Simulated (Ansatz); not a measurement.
# AlCo: the cost of one run

Computed with the Python package of Ansatz 0.2.0. Level of theory: DFT PBEsol, plane waves, PAW.

## 1. Starting point

It takes space group Pm-3m (No. 221, cubic). The conventional cell has a = 2.819 Å, b = 2.819 Å, c = 2.819 Å, α = 90.00°, β = 90.00°, γ = 90.00°. Al (site symmetry m-3m) is surrounded by 8 Co at 2.44 Å. Around Co (site symmetry m-3m) lie 8 Al at 2.44 Å.

No structure file is read: the coordinates are typed or built in the script.

## 2. The code

alco.py

```python
"""Projected density of states of AlCo."""

import warnings

import ansatz as az
import numpy as np

params = {
    "xc": "PBEsol",
    "mesh": (10, 10, 10),
    "occupations": "cold",
    "width_ev": 0.05,
    "tolerance": 1e-07,
    "max_iterations": 200,
    "extra_bands": 10,
}

warnings.simplefilter("ignore", az.DeckWarning)

lattice = az.Lattice.of(
    [2.819403, 0.0, 0.0],
    [0.0, 2.819403, 0.0],
    [0.0, 0.0, 2.819403],
)
sites = [
    ("Al", [0.0, 0.0, 0.0]),
    ("Co", [0.5, 0.5, 0.5]),
]
xtal = az.Crystal(lattice=lattice)
for symbol, position in sites:
    xtal = xtal.atom(symbol, position)
xtal = xtal.moments(Co=3.2)

base = (
    xtal.calculation()
    .functional(params["xc"])
    .basis(24 * az.Ry, xc_grid=2)
    .kpoints(mesh=params["mesh"], center="gamma")
    .occupations(params["occupations"], width=params["width_ev"])
    .spin("collinear")
    .scf(tolerance=params["tolerance"], max_iterations=params["max_iterations"])
    .scf(extra_bands=params["extra_bands"])
    .density_of_states(projected=True, energy_step=0.05)
)
done = base.run()
rep = done.report

dos = done.density_of_states()
energy = np.asarray(dos.energies_ev) - dos.fermi_ev
curves = {}
for site in done.projected_density_of_states().sites:
    for shell in site.shells:
        weight = sum(np.sum(curve.g_bin_mean_per_ev, axis=0) for curve in shell.curves)
        name = f"{site.species} {shell.label}"
        curves[name] = curves.get(name, 0) + weight

step = energy[1] - energy[0]
windows = [(-8, -4), (-4, 0), (0, 6)]
print("states by shell in windows of E - E_F (eV):", windows)
for name, g in curves.items():
    print(f"{name:8s}", " ".join(f"{step * g[(energy >= a) & (energy < b)].sum():8.3f}" for a, b in windows))
filled = (energy < 0) & (energy > -8)
for name, g in curves.items():
    if g[filled].sum() * step > 0.5:
        print(f"centre of {name}: {np.average(energy[filled], weights=g[filled]):.2f} eV")
```

## 3. The input behind the calls

The package turns the script's settings into the engine's input:

```yaml
crystal:
  lattice:
    - [2.819403, 0.0, 0.0]
    - [0.0, 2.819403, 0.0]
    - [0.0, 0.0, 2.819403]
  atoms:
    - { symbol: Al, position: [0.0, 0.0, 0.0] }
    - { symbol: Co, position: [0.5, 0.5, 0.5] }
basis:
  ecutwfc: 326.536634951856
  xc_grid: 2
kpoints:
  mp_grid:
    grid: [10, 10, 10]
    shift: [0.0, 0.0, 0.0]
hamiltonian:
  xc: pbesol
magnetization:
  spin_polarized: true
  per_species:
    Co: 3.2
scf:
  max_iter: 200
  n_extra_bands: 10
  convergence:
    dr2_threshold: 1.0e-07
  occupations:
    method: cold
    width: 0.05
output:
  dos:
    de: 0.05
    projected: true
```

## 4. The run

Launch:

```
$ python alco.py
```

**Question.** How long does this script take on 1 thread of Arm Neoverse V1, shared host, and how much memory does it need?

About 5.4 s, with a peak of 0.36 GiB.
